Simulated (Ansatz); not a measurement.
# PbAu2: the cost of one run

Method: DFT LDA, scalar-relativistic, plane waves, PAW, in Ansatz 0.2.0.

## Step 1: The starting structure

It takes space group Fd-3m (No. 227, cubic). Conventional cell: a = 7.927 Å, b = 7.927 Å, c = 7.927 Å, α = 90.00°, β = 90.00°, γ = 90.00°. Around Pb (site symmetry -43m) lie 12 Au at 3.29 Å and 4 Pb at 3.43 Å. Au (site symmetry -3m) has 6 Au at 2.80 Å and 6 Pb at 3.29 Å in its first shell of neighbours.

Structure file:

```xyz
6
Lattice="0.0000 3.9635 3.9635 3.9635 0.0000 3.9635 3.9635 3.9635 0.0000" Properties=species:S:1:pos:R:3 pbc="T T T"
Pb    0.0000    0.0000    0.0000
Pb    1.9817    1.9817    1.9817
Au    4.9544    4.9544    4.9544
Au    4.9544    2.9726    2.9726
Au    2.9726    2.9726    4.9544
Au    2.9726    4.9544    2.9726
```

The structure comes from the Crystallography Open Database.

(A quick probe on a coarse mesh, which set the mesh and smearing, is not shown.)

## Step 3: Full relaxation

Input file input.yaml:

```yaml
crystal:
  lattice:
    - [0.0, 3.9635, 3.9635]
    - [3.9635, 0.0, 3.9635]
    - [3.9635, 3.9635, 0.0]
  atoms:
    - { symbol: Pb, position: [0.0, 0.0, 0.0] }
    - { symbol: Pb, position: [0.25, 0.25, 0.25] }
    - { symbol: Au, position: [0.625, 0.625, 0.625] }
    - { symbol: Au, position: [0.125, 0.625, 0.625] }
    - { symbol: Au, position: [0.625, 0.625, 0.125] }
    - { symbol: Au, position: [0.625, 0.125, 0.625] }
basis:
  ecutwfc: 420
kpoints:
  mp_grid: { grid: [8, 8, 8] }
hamiltonian:
  xc: lda
scf:
  occupations: { method: gaussian, width: 0.01 }
output:
  forces: true
  stress: true
  eigenvalues: true
  write_density: true
  write_potential: true
  elf: true
  volumetric_format: npy
relax:
  adjacent_minimum: "off"
  f_tol: 0.005
  max_steps: 80
  cell: { stress_tol: 0.05 }
```

Started as:

```sh
> ansatz run input.yaml --threads 2 --pin off --max-ram 6144MiB --backend cpu --events-out ev --progress --plain --runs-dir out
```

What time and memory should one allow on 2 threads of AMD EPYC 9R45 (Zen 5), shared host?

About 11 s, with a peak of 0.59 GiB.
